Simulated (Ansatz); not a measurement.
**CH₆OSSi₂: a ladder of functionals and wavefunction methods**

An exercise on one series of results from a longer session: the logs are not shown, and one member is left open.

Method: functionals in def2-TZVPP, the program's frozen cores in correlated methods; program: Ansatz 0.2.0, Gaussian basis.

The runs, in order: LDA (SPW92), PBE-D4, revPBE-D4, BLYP-D4, r2SCAN-D4, B97M-V, PBE0-D4, B3LYP-D4, r2SCANh-D4, r2SCAN0-D4, HSE06-D4, BHLYP-D4, CAM-B3LYP-D4, LC-ωPBE, ωB97X-V, ωB97M-V, B2PLYP, PBE-QIDH; CCSD(T)/def2-SVP; CCSD(T)/def2-TZVPP; MP2/def2-QZVPP; extrapolation to the limit; RPA on PBE.

### Structure used throughout

The geometry comes from an earlier relaxation with PBE0-D4 in a triple-zeta def2 set; it is a stationary point, not always the lowest conformer.

SMILES `O[Si]1(S)C[SiH2]1`, 11 atoms, charge 0, spin multiplicity 1.

Atoms are counted from 1 here; the program's logs count them from 0.

Bond lengths: O1–Si2 1.642 Å, O1–H6 0.960 Å, Si2–S3 2.123 Å, Si2–C4 1.860 Å, Si2–Si5 2.242 Å, S3–H7 1.347 Å, C4–Si5 1.929 Å, C4–H8 1.090 Å, C4–H9 1.088 Å, Si5–H10 1.483 Å, Si5–H11 1.483 Å. Angles: Si2–O1–H6 116.5°, O1–Si2–S3 114.6°, O1–Si2–C4 113.2°, O1–Si2–Si5 124.7°, S3–Si2–C4 118.0°, S3–Si2–Si5 117.2°, C4–Si2–Si5 55.2°, Si2–S3–H7 95.1°, Si2–C4–Si5 72.5°, Si2–C4–H8 116.9°, Si2–C4–H9 118.6°, Si5–C4–H8 114.5°, Si5–C4–H9 117.5°, H8–C4–H9 111.7°, Si2–Si5–C4 52.3°, Si2–Si5–H10 123.6°, Si2–Si5–H11 122.2°, C4–Si5–H10 116.6° and more.

Set-up of the first run:

in.yaml reads:

```yaml
crystal:
  periodic: [false, false, false]
  atoms:
    - {symbol: O, position_ang: [-0.846973, 1.277206, 1.471537]}
    - {symbol: Si, position_ang: [0.122753, 0.598572, 0.333688]}
    - {symbol: S, position_ang: [1.481544, 1.946487, -0.585713]}
    - {symbol: C, position_ang: [-0.766506, -0.620919, -0.752707]}
    - {symbol: Si, position_ang: [0.602293, -1.587577, 0.202722]}
    - {symbol: H, position_ang: [-0.407367, 1.722416, 2.199094]}
    - {symbol: H, position_ang: [0.526605, 2.730417, -1.122387]}
    - {symbol: H, position_ang: [-1.785638, -0.882762, -0.469387]}
    - {symbol: H, position_ang: [-0.658932, -0.533460, -1.831470]}
    - {symbol: H, position_ang: [1.716934, -2.135859, -0.607066]}
    - {symbol: H, position_ang: [0.080686, -2.571518, 1.182287]}
basis:
  gaussian: {orbitals: def2-TZVPP}
hamiltonian: {xc: lda}
output: {orbitals: {seedname: orbitals}}
```

Steps of the session up to this table: LDA; PBE-D4 (GGA); revPBE-D4 (GGA); BLYP-D4 (GGA); r2SCAN-D4 (meta-GGA); B97M-V (meta-GGA); PBE0-D4 (hybrid); B3LYP-D4 (hybrid); r2SCANh-D4 (hybrid); r2SCAN0-D4 (hybrid); HSE06-D4 (hybrid); BHLYP-D4 (hybrid); CAM-B3LYP-D4 (range-separated); LC-ωPBE (range-separated); ωB97X-V (range-separated); ωB97M-V (range-separated); B2PLYP (double hybrid); PBE-QIDH (double hybrid).

One of the session's tables, all rows but one given; the rest of the session is left out.

It belongs to the step «Frontier levels by functional». 

```
  functional  HOMO (eV)  gap (eV)
 LDA (SPW92)      -5.67      4.27
      PBE-D4      -5.56      4.36
   revPBE-D4          ?         ?
     BLYP-D4      -5.42      4.34
   r2SCAN-D4      -5.76      4.88
      B97M-V      -5.78      4.80
     PBE0-D4      -6.60      6.26
    B3LYP-D4      -6.41      5.85
  r2SCANh-D4      -6.14      5.56
  r2SCAN0-D4      -6.73      6.58
    HSE06-D4      -6.21      5.50
    BHLYP-D4      -7.54      8.09
CAM-B3LYP-D4      -7.84      8.49
     LC-ωPBE      -9.09     10.90
     ωB97X-V      -8.79     10.48
     ωB97M-V      -8.59      9.97
```

**Question.** Estimate the row for revPBE-D4.

**Answer.** HOMO (eV): -5.51; gap (eV): 4.41. In the column «HOMO (eV)» it lies between PBE-D4 (-5.56) and BLYP-D4 (-5.42).
